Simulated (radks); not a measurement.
**Cu⁺ with its nuclear charge varied continuously**

One table from this session's results is given with a row withheld; the runs are named, their logs left out.

Method: Dirac Kohn-Sham, PBE, spin-unpolarised, spherical densities, finite nucleus. Code: radks (a radial shooting solver on a logarithmic mesh, Libxc functionals) version 1.

## What is computed

| Property | Result |
| --- | --- |
| element | copper (Z = 29) |
| charge | +1 |
| electrons | 28 |
| configuration | [Ar] 3d10 |
| nuclear rms radius | 3.8823 fm |

The outer shells:

Cu⁺
```
[Ar] core
3d [↑↓][↑↓][↑↓][↑↓][↑↓]
```

Set-up of the first run:

The run's settings:

```text
Z 29
configuration [Ar] 3d10
relativity Dirac
functional pbe,pbe
spin unpolarised
j_filling energy
nucleus finite rms 3.8823 fm
c 137.035999084
```

Among the steps run: Z = 29.

One of the session's tables, all rows but one given; the rest of the session is left out.

It belongs to the step «Z = 29». Sizes of the orbitals, from the radial functions (bohr):

| level | <r> | outermost maximum (interpolated) | 90 % within | nodes |
| --- | --- | --- | --- | --- |
| 2s1/2 | 0.2350 | 0.197 | 0.364 | 1 |
| 2p1/2 | 0.2041 | 0.156 | 0.334 | 0 |
| 2p3/2 | 0.2074 | 0.159 | 0.339 | 0 |
| 3s1/2 | 0.7126 | 0.614 | 1.07 | 2 |
| 3p1/2 | 0.7432 | 0.615 | 1.15 | 1 |
| 3p3/2 | 0.7541 | 0.623 | 1.17 | 1 |
| 3d3/2 | ? | ? | ? | ? |
| 3d5/2 | 1.019 | 0.605 | 1.84 | 0 |

**Question.** Estimate the row for 3d3/2.

**Answer.** <r>: 1.009; outermost maximum (interpolated): 0.602; 90 % within: 1.82; nodes: 0. In the column «<r>» it lies between 3p3/2 (0.7541) and 3d5/2 (1.019).
